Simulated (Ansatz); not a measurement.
CsLiCr2Te2S3:

```
Cs Li Cr Te S
1.0
     6.10792   -0.01886    0.00581
    -2.28822    5.93151    0.00333
    -1.38462   -2.19395    7.56260
Cs Li Cr Te S
1 1 2 2 3
Direct
  0.06348 0.10178 0.99394
  0.57026 0.58143 0.57403
  0.07801 0.50138 0.57990
  0.43162 0.02972 0.53722
  0.54458 0.76732 0.28198
  0.01143 0.65932 0.29902
  0.77800 0.37133 0.70773
  0.39402 0.82508 0.74875
  0.19605 0.23009 0.48646
```

The cell was built by a generator and needn't be a form met in nature.

* Program: Ansatz 0.2.0
* Task: relaxation of cell and atoms
* Functional: revPBE
* Potentials or basis: Ansatz PAW
* Cutoff: 420 eV (not typed: the program's choice for these potentials)
* k mesh: 4 × 4 × 3
* Occupations: fermi-dirac, width 0.05 eV
* Spin: collinear spin, ferromagnetic start
* Starting moments: [0.0, 0.0, 3.0, 3.0, 0.0, 0.0, 0.0, 0.0, 0.0] μB

At the start: volume 30.42 Å³/atom.

**Question.** Where does the relaxation end?

**Answer.** It ends after 8 steps and the volume is 33.08 Å³/atom (+8.8 %); space group P1 (No. 1, to 0.05 Å); moment 5.50 μB per cell.

The path:
| step | energy change (eV) | largest force (eV/Å) | volume (Å³) |
| --- | --- | --- | --- |
| 1 | 0.0000 | 0.1051 | 273.78 |
| 2 | -0.0454 | 0.0969 | 283.45 |
| 3 | -0.0625 | 0.0469 | 292.59 |
| 4 | -0.0661 | 0.0184 | 296.64 |
| 5 | -0.0672 | 0.0255 | 296.97 |
| 6 | -0.0675 | 0.0128 | 297.71 |
| 7 | -0.0676 | 0.0135 | 297.75 |
| 8 | -0.0712 | 0.0135 | 297.75 |

Final structure:
```xyz
9
Lattice="6.2251 0.0213 0.0401 -2.2929 6.0099 -0.0085 -1.3836 -2.2368 7.9371" Properties=species:S:1:pos:R:3 pbc="T T T"
Cs   -1.2717   -1.5851    7.9284
Li    1.4154    2.2134    4.5640
Cr   -1.4499    1.7144    4.5853
Cr    1.8811   -1.0148    4.2632
Te    1.2529    3.9363    2.3494
Te   -1.8302    3.3265    2.4802
S     3.0371    0.6478    5.5257
S    -0.5205    3.2990    5.8629
S     0.0477    0.3212    3.8738
```

Caveat: the plane-wave basis is chosen anew once the cell has moved, so the energies of steps on either side of that aren't comparable; only a ferromagnetic start was run, and an antiferromagnetic order may lie lower in energy; the PAW data sets come from PBE, with cores solved anew for the run's functional, which leaves a small shift of forces and pressure.
